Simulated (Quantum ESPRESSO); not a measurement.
# GaF (Pm-3m) in Quantum ESPRESSO: further runs

Runs on GaF. Level: PBE. Tasks: phonons.

All numbers are computed with Quantum ESPRESSO 7.5; they aren't measurements. Logs are shortened: lines on timing, memory, paths and dates and some standing lists are left out, and cuts for length are marked.

## 1. The structure

It takes space group Pm-3m (No. 221, cubic). The conventional cell has a = 3.166 Å, b = 3.166 Å, c = 3.166 Å, α = 90.00°, β = 90.00°, γ = 90.00°. Ga (site symmetry m-3m) is surrounded by 8 F at 2.74 Å. F (site symmetry m-3m) is surrounded by 8 Ga at 2.74 Å.

The cell was built by a generator and needn't be a form met in nature.

## 2. Phonons, PBE

pw.in reads:

```
&CONTROL
  calculation = 'scf'
  prefix = 'pwscf'
  outdir = './tmp'
  pseudo_dir = './pseudo'
  tprnfor = .true.
  tstress = .true.
  disk_io = 'low'
/
&SYSTEM
  ibrav = 0
  nat = 2
  ntyp = 2
  ecutwfc = 56
  ecutrho = 448
  nbnd = 20
  occupations = 'smearing'
  smearing = 'fd'
  degauss = 0.00367493
/
&ELECTRONS
  conv_thr = 4d-10
  electron_maxstep = 120
  mixing_beta = 0.5
/
ATOMIC_SPECIES
Ga    69.7230 ga_pbe_v1.4.uspp.F.UPF
F     18.9984 f_pbe_v1.4.uspp.F.UPF
CELL_PARAMETERS angstrom
   3.1659200000    0.0000000000    0.0000000000
   0.0000000000    3.1659200000    0.0000000000
   0.0000000000    0.0000000000    3.1659200000
ATOMIC_POSITIONS angstrom
Ga     0.0000000000    0.0000000000    0.0000000000
F      1.5829600000    1.5829600000    1.5829600000
K_POINTS automatic
6 6 6 1 1 1
```

relax.in reads:

```
&CONTROL
  calculation = 'vc-relax'
  prefix = 'pwscf'
  outdir = './tmp'
  pseudo_dir = './pseudo'
  tprnfor = .true.
  tstress = .true.
  disk_io = 'low'
  nstep = 40
  forc_conv_thr = 0.0001
  etot_conv_thr = 1d-06
/
&SYSTEM
  ibrav = 0
  nat = 2
  ntyp = 2
  ecutwfc = 56
  ecutrho = 448
  nbnd = 20
  occupations = 'smearing'
  smearing = 'fd'
  degauss = 0.00367493
/
&ELECTRONS
  conv_thr = 4d-10
  electron_maxstep = 120
  mixing_beta = 0.5
/
&IONS
  ion_dynamics = 'bfgs'
/
&CELL
  cell_dynamics = 'bfgs'
  press = 0
  press_conv_thr = 0.2
/
ATOMIC_SPECIES
Ga    69.7230 ga_pbe_v1.4.uspp.F.UPF
F     18.9984 f_pbe_v1.4.uspp.F.UPF
CELL_PARAMETERS angstrom
   3.1659200000    0.0000000000    0.0000000000
   0.0000000000    3.1659200000    0.0000000000
   0.0000000000    0.0000000000    3.1659200000
ATOMIC_POSITIONS angstrom
Ga     0.0000000000    0.0000000000    0.0000000000
F      1.5829600000    1.5829600000    1.5829600000
K_POINTS automatic
6 6 6 1 1 1
```

scf2.in reads:

```
&CONTROL
  calculation = 'scf'
  prefix = 'pwscf'
  outdir = './tmp'
  pseudo_dir = './pseudo'
  tprnfor = .true.
  tstress = .true.
  disk_io = 'low'
/
&SYSTEM
  ibrav = 0
  nat = 2
  ntyp = 2
  ecutwfc = 56
  ecutrho = 448
  nbnd = 20
  occupations = 'fixed'
/
&ELECTRONS
  conv_thr = 1d-13
  electron_maxstep = 120
  mixing_beta = 0.5
  startingpot = 'file'
  startingwfc = 'file'
/
ATOMIC_SPECIES
Ga    69.7230 ga_pbe_v1.4.uspp.F.UPF
F     18.9984 f_pbe_v1.4.uspp.F.UPF
CELL_PARAMETERS angstrom
   3.1609668582    0.0000000000    0.0000000000
   0.0000000000    3.1609668582    0.0000000000
   0.0000000000    0.0000000000    3.1609668582
ATOMIC_POSITIONS angstrom
Ga     0.0000000000    0.0000000000    0.0000000000
F      1.5804834291    1.5804834291    1.5804834291
K_POINTS automatic
6 6 6 1 1 1
```

ph.in reads:

```
phonons of GaF
&INPUTPH
  prefix = 'pwscf'
  outdir = './tmp'
  tr2_ph = 1d-18
  fildyn = 'dyn'
  niter_ph = 90
  alpha_mix(1) = 0.7
  epsil = .true.
/
0.0000000000 0.0000000000 0.0000000000
```

dynmat.in reads:

```
&INPUT
  fildyn = 'dyn'
  asr = 'crystal'
  lperm = .true.
  filout = 'dynmat.disp'
  fileig = 'dynmat.eig'
/
```

dynmat_lo.in reads:

```
&INPUT
  fildyn = 'dyn'
  asr = 'crystal'
  filout = 'dynmat_lo.disp'
  fileig = 'dynmat_lo.eig'
  q(1) = 0
  q(2) = 0
  q(3) = 1
/
```

Potentials or basis: GBRV 1.5 PBE.

Command:

```sh
OMP_NUM_THREADS=1 pw.x -in pw.in > pw.out
OMP_NUM_THREADS=1 pw.x -in relax.in > relax.out
OMP_NUM_THREADS=1 pw.x -in scf2.in > scf2.out
OMP_NUM_THREADS=1 ph.x -in ph.in > ph.out
OMP_NUM_THREADS=1 dynmat.x -in dynmat.in > dynmat.out
OMP_NUM_THREADS=1 dynmat.x -in dynmat_lo.in > dynmat_lo.out
```

pw.out:

```text
This program is part of the open-source Quantum ESPRESSO suite
     for quantum simulation of materials; please cite
[... 9 lines left out ...]
     --------------------
     sticks:   dense  smooth     PW     G-vecs:    dense   smooth      PW
     Sum        1281     641    193                34457    12149    2007

     Using Slab Decomposition

     bravais-lattice index     =            0
     lattice parameter (alat)  =       5.9827  a.u.
     unit-cell volume          =     214.1393 (a.u.)^3
     number of atoms/cell      =            2
     number of atomic types    =            2
     number of electrons       =        26.00
     number of Kohn-Sham states=           20
     kinetic-energy cutoff     =      56.0000  Ry
     charge density cutoff     =     448.0000  Ry
     scf convergence threshold =      4.0E-10
     mixing beta               =       0.5000
     number of iterations used =            8  plain     mixing
     Exchange-correlation=  SLA  PW   PBX  PBC
                           (   1   4   3   4   0   0   0)

     celldm(1)=   5.982722  celldm(2)=   0.000000  celldm(3)=   0.000000
     celldm(4)=   0.000000  celldm(5)=   0.000000  celldm(6)=   0.000000

     crystal axes: (cart. coord. in units of alat)
               a(1) = (   1.000000   0.000000   0.000000 )
               a(2) = (   0.000000   1.000000   0.000000 )
               a(3) = (   0.000000   0.000000   1.000000 )

     reciprocal axes: (cart. coord. in units 2 pi/alat)
               b(1) = (  1.000000  0.000000  0.000000 )
               b(2) = (  0.000000  1.000000  0.000000 )
               b(3) = (  0.000000  0.000000  1.000000 )

     PseudoPot. # 1 for Ga read from file:
     ga_pbe_v1.4.uspp.F.UPF
     Pseudo is Ultrasoft + core correction, Zval = 19.0
     Generated by new atomic code, or converted to UPF format
     Using radial grid of  871 points,  6 beta functions with:
                l(1) =   0
                l(2) =   0
                l(3) =   1
                l(4) =   1
                l(5) =   2
                l(6) =   2
     Q(r) pseudized with  8 coefficients,  rinner =    1.250   1.250   1.250
                                                       1.250   1.250

     PseudoPot. # 2 for F  read from file:
     f_pbe_v1.4.uspp.F.UPF
     Pseudo is Ultrasoft, Zval =  7.0
     Generated by new atomic code, or converted to UPF format
     Using radial grid of  799 points,  4 beta functions with:
                l(1) =   0
                l(2) =   0
                l(3) =   1
                l(4) =   1
     Q(r) pseudized with  8 coefficients,  rinner =    0.950   0.950   0.950

     atomic species   valence    mass     pseudopotential
     Ga               19.00    69.72300     Ga( 1.00)
     F                 7.00    18.99840     F ( 1.00)

     48 Sym. Ops., with inversion, found

   Cartesian axes

     site n.     atom                  positions (alat units)
         1        Ga     tau(   1) = (   0.0000000   0.0000000   0.0000000  )
         2        F      tau(   2) = (   0.5000000   0.5000000   0.5000000  )

     number of k points=    10  Fermi-Dirac smearing, width (Ry)=  0.0037
                       cart. coord. in units 2pi/alat
        k(    1) = (   0.0833333   0.0833333   0.0833333), wk =   0.0740741
        k(    2) = (   0.0833333   0.0833333   0.2500000), wk =   0.2222222
        k(    3) = (   0.0833333   0.0833333   0.4166667), wk =   0.2222222
        k(    4) = (   0.0833333   0.2500000   0.2500000), wk =   0.2222222
        k(    5) = (   0.0833333   0.2500000   0.4166667), wk =   0.4444444
        k(    6) = (   0.0833333   0.4166667   0.4166667), wk =   0.2222222
        k(    7) = (   0.2500000   0.2500000   0.2500000), wk =   0.0740741
        k(    8) = (   0.2500000   0.2500000   0.4166667), wk =   0.2222222
        k(    9) = (   0.2500000   0.4166667   0.4166667), wk =   0.2222222
        k(   10) = (   0.4166667   0.4166667   0.4166667), wk =   0.0740741

     Dense  grid:    34457 G-vectors     FFT dimensions: (  45,  45,  45)

     Smooth grid:    12149 G-vectors     FFT dimensions: (  30,  30,  30)

     Check: negative core charge=   -0.000001

     Initial potential from superposition of free atoms

     starting charge      25.0000, renormalised to      26.0000
     Starting wfcs are   16 randomized atomic wfcs +    4 random wfcs

     Self-consistent Calculation

     iteration #  1     ecut=    56.00 Ry     beta= 0.50
     Davidson diagonalization with overlap
     ethr =  1.00E-02,  avg # of iterations =  5.2

     total energy              =    -462.49570251 Ry
     estimated scf accuracy    <       3.46144849 Ry

     iteration #  2     ecut=    56.00 Ry     beta= 0.50
     Davidson diagonalization with overlap
     ethr =  1.00E-02,  avg # of iterations =  2.0

     total energy              =    -463.85977987 Ry
     estimated scf accuracy    <       0.85866899 Ry

     iteration #  3     ecut=    56.00 Ry     beta= 0.50
     Davidson diagonalization with overlap
     ethr =  3.30E-03,  avg # of iterations =  2.0

     total energy              =    -463.99510191 Ry
     estimated scf accuracy    <       0.08863150 Ry

     iteration #  4     ecut=    56.00 Ry     beta= 0.50
     Davidson diagonalization with overlap
     ethr =  3.41E-04,  avg # of iterations =  1.8

     total energy              =    -463.99904408 Ry
     estimated scf accuracy    <       0.01041414 Ry

     iteration #  5     ecut=    56.00 Ry     beta= 0.50
     Davidson diagonalization with overlap
     ethr =  4.01E-05,  avg # of iterations =  2.8

     total energy              =    -464.00198861 Ry
     estimated scf accuracy    <       0.00205436 Ry

     iteration #  6     ecut=    56.00 Ry     beta= 0.50
     Davidson diagonalization with overlap
     ethr =  7.90E-06,  avg # of iterations =  2.0

     total energy              =    -464.00237722 Ry
     estimated scf accuracy    <       0.00002600 Ry

     iteration #  7     ecut=    56.00 Ry     beta= 0.50
     Davidson diagonalization with overlap
     ethr =  1.00E-07,  avg # of iterations =  4.0

     total energy              =    -464.00238925 Ry
     estimated scf accuracy    <       0.00000947 Ry

     iteration #  8     ecut=    56.00 Ry     beta= 0.50
     Davidson diagonalization with overlap
     ethr =  3.64E-08,  avg # of iterations =  2.0

     total energy              =    -464.00239142 Ry
     estimated scf accuracy    <       0.00000004 Ry

     iteration #  9     ecut=    56.00 Ry     beta= 0.50
     Davidson diagonalization with overlap
     ethr =  1.45E-10,  avg # of iterations =  2.3

     total energy              =    -464.00239146 Ry
     estimated scf accuracy    <       0.00000002 Ry

     iteration # 10     ecut=    56.00 Ry     beta= 0.50
     Davidson diagonalization with overlap
     ethr =  8.85E-11,  avg # of iterations =  1.9

     End of self-consistent calculation

          k = 0.0833 0.0833 0.0833 (  1494 PWs)   bands (ev):

   -87.2125 -87.2125 -87.2125 -15.5380  -7.6321  -7.6321  -7.4856  -7.4849
    -7.4849   0.4868   3.1545   3.1545   3.6935  13.7425  13.7425  14.2497
    18.2438  18.2438  24.3970  26.4334

          k = 0.0833 0.0833 0.2500 (  1507 PWs)   bands (ev):

   -87.2128 -87.2125 -87.2125 -15.4770  -7.6280  -7.5803  -7.5063  -7.5038
    -7.4831   0.2907   3.0691   3.2849   4.3842  10.6269  13.9079  14.4620
    18.7755  21.2923  23.4288  24.3049

          k = 0.0833 0.0833 0.4167 (  1513 PWs)   bands (ev):

   -87.2130 -87.2125 -87.2125 -15.4149  -7.6239  -7.5300  -7.5275  -7.5218
    -7.4811   0.0532   3.2263   3.4194   5.4191   8.0181  14.0818  14.8410
    19.7975  21.2989  22.8395  23.4806

          k = 0.0833 0.2500 0.2500 (  1516 PWs)   bands (ev):

   -87.2128 -87.2128 -87.2125 -15.4237  -7.6017  -7.5478  -7.5211  -7.5026
    -7.5014   0.5271   2.5552   3.3366   4.9283  10.8410  11.2921  14.6462
    19.9880  21.3477  23.1711  24.6728

          k = 0.0833 0.2500 0.4167 (  1521 PWs)   bands (ev):

   -87.2130 -87.2127 -87.2125 -15.3695  -7.5919  -7.5376  -7.5196  -7.5020
    -7.4970   0.6341   2.4918   3.4433   5.2781   8.9127  11.6296  15.1715
    18.6628  21.9259  22.5605  24.7567

          k = 0.0833 0.4167 0.4167 (  1531 PWs)   bands (ev):

   -87.2130 -87.2130 -87.2124 -15.3233  -7.5740  -7.5465  -7.5184  -7.5182
    -7.4549   1.4792   1.9538   3.5069   4.5865   9.8739  10.1892  15.8668
    16.6605  22.3061  22.6353  23.3405

          k = 0.2500 0.2500 0.2500 (  1520 PWs)   bands (ev):

   -87.2128 -87.2128 -87.2127 -15.3745  -7.5458  -7.5458  -7.5258  -7.5258
    -7.5115   0.8734   2.7832   2.7832   5.1571  11.1809  11.1809  12.1909
    20.6908  20.6908  22.0976  25.3139

          k = 0.2500 0.2500 0.4167 (  1509 PWs)   bands (ev):

   -87.2130 -87.2127 -87.2127 -15.3245  -7.5535  -7.5403  -7.5321  -7.5225
    -7.4869   1.1731   2.5474   3.0287   5.2864   9.4007  11.0342  13.0386
    19.3055  19.3093  21.7164  26.3913

          k = 0.2500 0.4167 0.4167 (  1516 PWs)   bands (ev):

   -87.2130 -87.2130 -87.2127 -15.2789  -7.5646  -7.5492  -7.5427  -7.5128
    -7.4534   1.9099   2.2829   3.0582   5.0719   9.7318   9.7997  12.6890
    17.5734  19.9728  20.0148  28.1826

          k = 0.4167 0.4167 0.4167 (  1523 PWs)   bands (ev):

   -87.2130 -87.2130 -87.2130 -15.2338  -7.5793  -7.5793  -7.5705  -7.4519
    -7.4519   2.4282   2.6568   2.6568   5.8166   9.3340   9.3340  10.4000
    18.4889  18.7890  18.7890  27.8476

     the Fermi energy is     6.8585 ev

!    total energy              =    -464.00239146 Ry
     estimated scf accuracy    <          8.9E-12 Ry
     smearing contrib. (-TS)   =      -0.00000000 Ry
     internal energy E=F+TS    =    -464.00239146 Ry

     The total energy is F=E-TS. E is the sum of the following terms:
     one-electron contribution =    -373.38049737 Ry
     hartree contribution      =     197.21017383 Ry
     xc contribution           =     -57.73496559 Ry
     ewald contribution        =    -230.09710232 Ry

     convergence has been achieved in  10 iterations

     Forces acting on atoms (cartesian axes, Ry/au):

     atom    1 type  1   force =     0.00000000    0.00000000    0.00000000
     atom    2 type  2   force =     0.00000000    0.00000000    0.00000000

     Total force =     0.000000     Total SCF correction =     0.000000

     Computing stress (Cartesian axis) and pressure

          total   stress  (Ry/bohr**3)                   (kbar)     P=       -2.16
  -0.00001468   0.00000000   0.00000000           -2.16        0.00        0.00
   0.00000000  -0.00001468   0.00000000            0.00       -2.16        0.00
   0.00000000   0.00000000  -0.00001468            0.00        0.00       -2.16

=------------------------------------------------------------------------------=
   JOB DONE.
=------------------------------------------------------------------------------=
```

Run time: 2.1 min. Hardware: 1 thread of Intel Xeon Platinum 8488C (Sapphire Rapids), shared host; peak memory 0.17 GiB.

What came out:

| Property | Result |
| --- | --- |
| Free energy | -6313.0742 eV |
| Relaxed volume | 15.79 Å³/atom |
| Relaxed cell | a = 3.161 Å, b = 3.161 Å, c = 3.161 Å, α = 90.00°, β = 90.00°, γ = 90.00° |
| Space group after relaxing (to 0.05 Å) | Pm-3m (No. 221) |
| Pressure after relaxing | 0.0 GPa |
| Electronic dielectric tensor (diagonal) | 6.33 |
| Born charges (mean of the diagonal) | Ga +2.29; F -2.21 e |
| Highest phonon frequency at Γ, LO-TO splitting left out | -1 cm⁻¹ |
| Most unstable mode | 133i cm⁻¹ |

Final structure:
```
Ga F
1.0
     3.16097    0.00000    0.00000
     0.00000    3.16097    0.00000
     0.00000    0.00000    3.16097
Ga F
1 1
Direct
  0.00000 0.00000 0.00000
  0.50000 0.50000 0.50000
```

Phonon frequencies in cm⁻¹ (negative: imaginary):
| q point | frequencies |
| --- | --- |
| (0.000, 0.000, 0.000) | -133 -133 -133 -1 -1 -1 |

Electronic dielectric tensor:
```
6.33 0.00 0.00
0.00 6.33 0.00
0.00 0.00 6.33
```

Born effective charge tensors (e):
atom 1, Ga
```
2.29 0.00 0.00
0.00 2.29 0.00
0.00 0.00 2.29
```
atom 2, F
```
-2.21  0.00  0.00
 0.00 -2.21  0.00
 0.00  0.00 -2.21
```

Optical modes at Γ, degenerate ones joined, polar ones without the macroscopic field:
```tsv
cm⁻¹	components	symmetry	active in	IR intensity, summed ((D/Å)²/amu)
133i	3	T1u	IR	23.45
```

Zone-centre frequencies without and with the macroscopic field along z (cm⁻¹):
```tsv
	optical modes in rising order
without	133i 133i 133i
with the field	133i 133i 256
```

Caveat: the mesh is thin for the dielectric tensor, Born charges and intensities, which usually come out too large; some modes are imaginary; the Born charges break their sum rule by 0.08 e, a sign of too thin a mesh.

(Continued in part 2 of 3.)
